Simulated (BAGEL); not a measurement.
# CH6NPSi (SMILES C1NP[SiH2]1) at HF/3-21G (density fitting with qzvpp-jkfit)

Aim: the vertical ionisation energy of CH6NPSi at HF/3-21G (density fitting with qzvpp-jkfit), from 2 runs. 

The results are computed with BAGEL 1.2.2.

2 further runs of the same task are left out: 2 set aside as unsound or not needed.

## (1) Starting point

CH6NPSi: 10 atoms, total charge 0, spin state singlet. SMILES: `C1NP[SiH2]1`. The coordinates come from a PBE0-D4/def2-TZVP relaxation.

Bond lengths: C1–N2 1.466 Å, N2–P3 1.737 Å, C1–Si4 1.900 Å, P3–Si4 2.263 Å, C1–H5 1.094 Å, C1–H6 1.100 Å, N2–H7 1.012 Å, P3–H8 1.446 Å, Si4–H9 1.486 Å, Si4–H10 1.487 Å. Some angles: C1–N2–P3 108.8°, N2–C1–Si4 91.6°, N2–P3–Si4 73.5°, C1–Si4–P3 77.1°, C1–N2–H7 117.6°, P3–N2–H7 119.0°, N2–C1–H5 113.0°, N2–C1–H6 113.4°, Si4–C1–H5 118.7°, Si4–C1–H6 110.6°.

## (2) A single-point energy at HF/3-21G (density fitting with qzvpp-jkfit)

job.json

```json
{ "bagel": [

{
  "title": "molecule",
  "basis": "3-21g",
  "df_basis": "qzvpp-jkfit",
  "angstrom": true,
  "geometry": [
    { "atom": "C", "xyz": [   -0.518900,    0.753700,   -0.280300 ] },
    { "atom": "N", "xyz": [    0.388700,    0.867200,    0.865200 ] },
    { "atom": "P", "xyz": [    0.973900,   -0.716000,    1.275900 ] },
    { "atom": "Si", "xyz": [    0.382300,   -0.797300,   -0.907400 ] },
    { "atom": "H", "xyz": [   -0.525900,    1.647300,   -0.910700 ] },
    { "atom": "H", "xyz": [   -1.554200,    0.512400,    0.003600 ] },
    { "atom": "H", "xyz": [    0.126500,    1.500500,    1.609100 ] },
    { "atom": "H", "xyz": [   -0.253100,   -1.393600,    1.631500 ] },
    { "atom": "H", "xyz": [    1.493100,   -0.499900,   -1.848100 ] },
    { "atom": "H", "xyz": [   -0.429200,   -1.925500,   -1.435800 ] }
  ]
},
{
  "title": "hf"
},
{
  "title": "print",
  "file": "orbitals.molden",
  "orbitals": true
}

]}
```

On the command line:

```console
$ BAGEL_NUM_THREADS=1 BAGEL job.json > job.out
```

Output:

```text
* using 1 threads per process

  ===============================================================
  ===============================================================

  *** Geometry ***

  { "atom" : "C", "xyz" : [     -0.980579,      1.424287,     -0.529690 ] },
  { "atom" : "N", "xyz" : [      0.734537,      1.638770,      1.634991 ] },
  { "atom" : "P", "xyz" : [      1.840404,     -1.353044,      2.411102 ] },
  { "atom" : "Si", "xyz" : [      0.722442,     -1.506679,     -1.714737 ] },
  { "atom" : "H", "xyz" : [     -0.993807,      3.112946,     -1.720974 ] },
  { "atom" : "H", "xyz" : [     -2.937012,      0.968296,      0.006803 ] },
  { "atom" : "H", "xyz" : [      0.239050,      2.835534,      3.040758 ] },
  { "atom" : "H", "xyz" : [     -0.478290,     -2.633522,      3.083088 ] },
  { "atom" : "H", "xyz" : [      2.821550,     -0.944674,     -3.492403 ] },
  { "atom" : "H", "xyz" : [     -0.811070,     -3.638668,     -2.713269 ] },

  Number of auxiliary basis functions:      516

  Since a DF basis is specified, we compute 2- and 3-index integrals:
    o Being stored without compression. Storage requirement is 0.013 GB

  Number of basis functions:       56
  Number of electrons      :       48

    * METHOD: MOLECULE                             0.18

  *** RHF ***

  === Nuclear Repulsion ===
   222.3692007122

      * DIIS with orbital gradients will be used.

  === RHF iteration (3-21g) ===
      0       -721.54699739          0.01603980           0.05
      1       -721.60842644          0.00788871           0.04
      2       -721.62474917          0.00160247           0.05
      3       -721.62572256          0.00023421           0.05
      4       -721.62576807          0.00009073           0.05
      5       -721.62577767          0.00002434           0.05
      6       -721.62577839          0.00000828           0.04
      7       -721.62577845          0.00000294           0.05
      8       -721.62577846          0.00000073           0.05
      9       -721.62577846          0.00000031           0.04
     10       -721.62577846          0.00000011           0.05
     11       -721.62577846          0.00000002           0.04
     12       -721.62577846          0.00000001           0.04
    * SCF iteration converged.

    * Permanent dipole moment:
           (    0.789705,    -0.082150,     0.367156) a.u.

    * METHOD: HF                                   0.72

    * METHOD: PRINT                                0.01

  ===============================================================
```

It took 1.1 s on 1 thread of Arm Neoverse V2, shared host; peak memory 0.092 GiB.

## (3) The doublet cation

input.json

```json
{ "bagel" : [

{
  "title" : "molecule",
  "basis" : "3-21g",
  "df_basis" : "qzvpp-jkfit",
  "angstrom" : "true",
  "geometry" : [
    { "atom" : "C", "xyz" : [      -0.518900,       0.753700,      -0.280300 ] },
    { "atom" : "N", "xyz" : [       0.388700,       0.867200,       0.865200 ] },
    { "atom" : "P", "xyz" : [       0.973900,      -0.716000,       1.275900 ] },
    { "atom" : "Si", "xyz" : [       0.382300,      -0.797300,      -0.907400 ] },
    { "atom" : "H", "xyz" : [      -0.525900,       1.647300,      -0.910700 ] },
    { "atom" : "H", "xyz" : [      -1.554200,       0.512400,       0.003600 ] },
    { "atom" : "H", "xyz" : [       0.126500,       1.500500,       1.609100 ] },
    { "atom" : "H", "xyz" : [      -0.253100,      -1.393600,       1.631500 ] },
    { "atom" : "H", "xyz" : [       1.493100,      -0.499900,      -1.848100 ] },
    { "atom" : "H", "xyz" : [      -0.429200,      -1.925500,      -1.435800 ] }
  ]
},

{
  "title" : "uhf",
  "charge" : 1,
  "nopen" : 1
},

{
  "title" : "print",
  "file" : "orbitals.molden",
  "orbitals" : "true"
}

]}
```

On the command line:

```console
$ BAGEL_NUM_THREADS=1 BAGEL input.json > input.out
```

Output:

```text
* using 1 threads per process

  ===============================================================
  ===============================================================

  *** Geometry ***

  { "atom" : "C", "xyz" : [     -0.980579,      1.424287,     -0.529690 ] },
  { "atom" : "N", "xyz" : [      0.734537,      1.638770,      1.634991 ] },
  { "atom" : "P", "xyz" : [      1.840404,     -1.353044,      2.411102 ] },
  { "atom" : "Si", "xyz" : [      0.722442,     -1.506679,     -1.714737 ] },
  { "atom" : "H", "xyz" : [     -0.993807,      3.112946,     -1.720974 ] },
  { "atom" : "H", "xyz" : [     -2.937012,      0.968296,      0.006803 ] },
  { "atom" : "H", "xyz" : [      0.239050,      2.835534,      3.040758 ] },
  { "atom" : "H", "xyz" : [     -0.478290,     -2.633522,      3.083088 ] },
  { "atom" : "H", "xyz" : [      2.821550,     -0.944674,     -3.492403 ] },
  { "atom" : "H", "xyz" : [     -0.811070,     -3.638668,     -2.713269 ] },

  Number of auxiliary basis functions:      516

  Since a DF basis is specified, we compute 2- and 3-index integrals:
    o Being stored without compression. Storage requirement is 0.013 GB

  Number of basis functions:       56
  Number of electrons      :       48

    * METHOD: MOLECULE                             0.18

  *** Open-shell HF ***

  === Nuclear Repulsion ===
   222.3692007122

      * DIIS with orbital gradients will be used.

  === UHF iteration (3-21g) ===
      0       -721.21693550          0.03036941           0.09
      1       -721.29820925          0.01617737           0.09
      2       -721.31192842          0.01088068           0.09
      3       -721.31931583          0.00152185           0.09
      4       -721.32052738          0.00077391           0.09
      5       -721.32105239          0.00041215           0.09
      6       -721.32126051          0.00019890           0.09
      7       -721.32131476          0.00012482           0.08
      8       -721.32133887          0.00006954           0.09
      9       -721.32134814          0.00004061           0.08
     10       -721.32135068          0.00003092           0.08
     11       -721.32135300          0.00002783           0.08
     12       -721.32135465          0.00002048           0.09
     13       -721.32135623          0.00001177           0.09
     14       -721.32135664          0.00000658           0.09
     15       -721.32135671          0.00000404           0.09
     16       -721.32135673          0.00000293           0.09
     17       -721.32135675          0.00000189           0.09
     18       -721.32135675          0.00000137           0.09
     19       -721.32135675          0.00000080           0.09
     20       -721.32135676          0.00000053           0.09
     21       -721.32135676          0.00000023           0.09
     22       -721.32135676          0.00000009           0.09
     23       -721.32135676          0.00000006           0.09
     24       -721.32135676          0.00000003           0.09
     25       -721.32135676          0.00000002           0.08
     26       -721.32135676          0.00000002           0.09
     27       -721.32135676          0.00000001           0.09
     28       -721.32135676          0.00000000           0.08
    * SCF iteration converged.

    * S^2 (UHF) is 0.7585

    * Permanent dipole moment:
           (    0.215307,     0.526627,    -0.603853) a.u.

    * METHOD: UHF                                  2.66

    * METHOD: PRINT                                0.01

  ===============================================================
```

Wall time 3 s (1 thread of Arm Neoverse V2, shared host); peak memory 0.093 GiB.

## (4) Summary of results

At HF/3-21G (density fitting with qzvpp-jkfit):

| quantity | value |
| --- | --- |
| singlet CH6NPSi: total energy | -721.62578 Eh |
| singlet CH6NPSi: dipole moment | 2.22 D |
| singlet CH6NPSi: HOMO energy | -9.33 eV |
| singlet CH6NPSi: LUMO energy | 3.02 eV |
| singlet CH6NPSi: HOMO–LUMO gap | 12.36 eV |
| doublet cation: total energy | -721.32136 Eh |
| doublet cation: ⟨S²⟩ | 0.758 |
| vertical ionisation energy (to the doublet cation) | 8.284 eV |

**Reading.** Removing an electron at fixed nuclei costs 8.28 eV (191 kcal/mol). The negative HOMO energy of the first species, 9.33 eV, lies 1.05 eV above that difference.
